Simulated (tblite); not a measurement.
# Al14Na: the cost of one run

Programs: tblite 0.8.0 and PySCF 2.14.0, with routines of our own; each step states its level. All values are computed. Atoms count from 0.

### Step 1. The starting structure

15 atoms, charge 1, multiplicity 1; geometry from: force field, distance geometry or constructed start.

### Step 2. Relaxing the molecule with GFN1-xTB

Job settings and geometry (Å):

```
{"job": {"kind": "relax", "xc": "GFN1-xTB", "basis": "xTB"}, "charge": 1, "multiplicity": 1}
Al     1.103300    -1.340400     1.600200
Al    -2.927900    -1.086400    -0.565300
Al    -0.923800    -1.327800    -2.543600
Al     0.663000     0.974600    -2.544700
Al    -1.682600    -1.036200     1.969100
Al     2.069000     1.150900    -0.051000
Al     2.660000     0.680500     2.552400
Al     3.610000    -0.983800     0.620400
Al    -0.663900    -2.686700    -0.115200
Al     1.621400    -1.415200    -1.253100
Al     0.002200     1.264400     2.166900
Al    -2.607100     1.339400     0.815800
Al    -2.160900     1.157200    -2.032000
Al    -0.434200     0.062200    -0.224000
Na    -0.331300     3.252000    -0.408900
```

Command:

```sh
> OMP_NUM_THREADS=1 python large_run.py task.json out
```

This one command runs all jobs of the session in turn.

Q: Estimate the wall time and peak memory of this first job on 1 thread of Arm Neoverse N1, shared host.

About 12 s, with a peak of 0.16 GiB.
